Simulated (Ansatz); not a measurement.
# C₉H₁₀: up Jacob's ladder to CCSD(T)

Aim: compute C₉H₁₀ with functionals from several rungs and with coupled cluster. The yardstick is the atomisation energy at the CCSD(T) limit.

Computed with Ansatz 0.2.0, Gaussian basis. Level: functionals in def2-TZVPP, the program's frozen cores in correlated methods.

Levels to be run: LDA (SPW92), PBE-D4, revPBE-D4, BLYP-D4, r2SCAN-D4, B97M-V, PBE0-D4, B3LYP-D4, r2SCANh-D4, r2SCAN0-D4, HSE06-D4, BHLYP-D4, CAM-B3LYP-D4, LC-ωPBE, ωB97X-V, ωB97M-V, B2PLYP, PBE-QIDH; CCSD(T)/def2-SVP; CCSD(T)/def2-TZVPP; MP2/def2-QZVPP; extrapolation to the limit; RPA on PBE.

### Step 1. Structure used throughout

An earlier PBE0-D4 in a triple-zeta def2 set relaxation fixed the geometry.

SMILES `C=C(C)c1ccccc1`, 19 atoms, charge 0, spin multiplicity 1.

Atoms are counted from 1 here; the program's logs count them from 0.

Bond lengths: C1–C2 1.334 Å, C1–H10 1.084 Å, C1–H11 1.083 Å, C2–C3 1.499 Å, C2–C4 1.478 Å, C3–H12 1.094 Å, C3–H13 1.090 Å, C3–H14 1.093 Å, C4–C5 1.397 Å, C4–C9 1.395 Å, C5–C6 1.383 Å, C5–H15 1.084 Å, C6–C7 1.388 Å, C6–H16 1.084 Å, C7–C8 1.385 Å, C7–H17 1.084 Å, C8–C9 1.386 Å, C8–H18 1.084 Å and more. Angles: C2–C1–H10 121.0°, C2–C1–H11 122.1°, H10–C1–H11 116.9°, C1–C2–C3 120.7°, C1–C2–C4 121.7°, C3–C2–C4 117.6°, C2–C3–H12 111.4°, C2–C3–H13 110.8°, C2–C3–H14 111.3°, H12–C3–H13 107.6°, H12–C3–H14 107.0°, H13–C3–H14 108.8°, C2–C4–C5 121.2°, C2–C4–C9 121.0°, C5–C4–C9 117.8°, C4–C5–C6 121.1°, C4–C5–H15 119.3°, C6–C5–H15 119.5° and more.

### Step 2. LDA

This LDA is Slater exchange with PW92 correlation.

File in.yaml:

```yaml
crystal:
  periodic: [false, false, false]
  atoms:
    - {symbol: C, position_ang: [-1.299425, -0.721959, -2.026216]}
    - {symbol: C, position_ang: [-0.266076, -0.096941, -1.460537]}
    - {symbol: C, position_ang: [0.748933, 0.618705, -2.299606]}
    - {symbol: C, position_ang: [-0.086454, -0.065447, 0.005782]}
    - {symbol: C, position_ang: [-0.574946, -1.092479, 0.816789]}
    - {symbol: C, position_ang: [-0.421499, -1.053263, 2.190902]}
    - {symbol: C, position_ang: [0.233099, 0.012852, 2.792277]}
    - {symbol: C, position_ang: [0.738713, 1.031865, 2.001479]}
    - {symbol: C, position_ang: [0.587022, 0.988569, 0.624363]}
    - {symbol: H, position_ang: [-1.410968, -0.752163, -3.103831]}
    - {symbol: H, position_ang: [-2.072864, -1.202443, -1.439465]}
    - {symbol: H, position_ang: [0.698470, 1.701349, -2.149075]}
    - {symbol: H, position_ang: [0.580176, 0.425025, -3.358995]}
    - {symbol: H, position_ang: [1.765473, 0.307959, -2.043042]}
    - {symbol: H, position_ang: [-1.059698, -1.945871, 0.357541]}
    - {symbol: H, position_ang: [-0.804466, -1.866725, 2.796858]}
    - {symbol: H, position_ang: [0.356924, 0.042063, 3.868625]}
    - {symbol: H, position_ang: [1.257606, 1.867483, 2.457529]}
    - {symbol: H, position_ang: [0.988082, 1.796821, 0.025024]}
basis:
  gaussian: {orbitals: def2-TZVPP}
hamiltonian: {xc: lda}
output: {orbitals: {seedname: orbitals}}
```

The run is started by

```sh
> ansatz run in.yaml --threads 2 --pin off --events-out ev --progress --plain --max-ram 22528MiB --backend cuda --devices 0, --max-vram 18GiB
```

After this run come: PBE-D4 (GGA); revPBE-D4 (GGA); BLYP-D4 (GGA); r2SCAN-D4 (meta-GGA); B97M-V (meta-GGA); PBE0-D4 (hybrid); B3LYP-D4 (hybrid); r2SCANh-D4 (hybrid); r2SCAN0-D4 (hybrid); HSE06-D4 (hybrid); BHLYP-D4 (hybrid); CAM-B3LYP-D4 (range-separated); LC-ωPBE (range-separated); ωB97X-V (range-separated); ωB97M-V (range-separated); B2PLYP (double hybrid); PBE-QIDH (double hybrid); CCSD(T) in def2-SVP; CCSD(T) in def2-TZVPP; MP2 in def2-QZVPP; RPA on PBE orbitals.

**Question.** What will the summary of the whole plan be? Wanted: atomisation energy, CCSD(T)/CBS; farthest beyond LDA; mean size of error, GGA; mean size of error, meta-GGA; mean size of error, hybrid; mean size of error, range-separated; mean size of error, double hybrid; gap, smallest and largest; T1 diagnostic.

**Answer**, as computed:

| quantity | value |
| --- | --- |
| atomisation energy, CCSD(T)/CBS | 2105.8 kcal/mol |
| functionals within 10.5 kcal/mol (0.5 %) | BLYP-D4, r2SCANh-D4, r2SCAN0-D4, LC-ωPBE, ωB97X-V, B2PLYP |
| farthest beyond LDA | PBE-D4 (+76.5 kcal/mol) |
| mean size of error, GGA | 37.4 kcal/mol |
| mean size of error, meta-GGA | 17.9 kcal/mol |
| mean size of error, hybrid | 26.3 kcal/mol |
| mean size of error, range-separated | 9.4 kcal/mol |
| mean size of error, double hybrid | 12.6 kcal/mol |
| gap, smallest and largest | 3.86 eV (LDA (SPW92)), 10.24 eV (LC-ωPBE) |
| T1 diagnostic | 0.0103 |
| triples share of the correlation energy | 4.9 % |

**Reading.** LDA overbinds by 321.3 kcal/mol (15 %). PBE-D4 is off by +76.5 kcal/mol. Double hybrids carry the basis error of their MP2 part in triple zeta, and no dispersion term here, so their miss is partly the set-up's. Taken by rung, range-separated functionals do best (9.4 kcal/mol on average) and GGA ones worst beyond LDA (37.4 kcal/mol). The gap between the best rungs is small, so their order is not settled. Misses under about 10.5 kcal/mol are within the doubt on the reference itself, which lacks core-valence correlation, relativity and higher excitations. Hartree-Fock recovers 75 % of the binding; the rest is correlation. CCSD(T) in def2-SVP is off by -68.0 kcal/mol, which most functionals beat. Orbital gaps span 3.9 to 10.2 eV; exact exchange widens them. The restricted reference is unstable towards a spin-broken one.
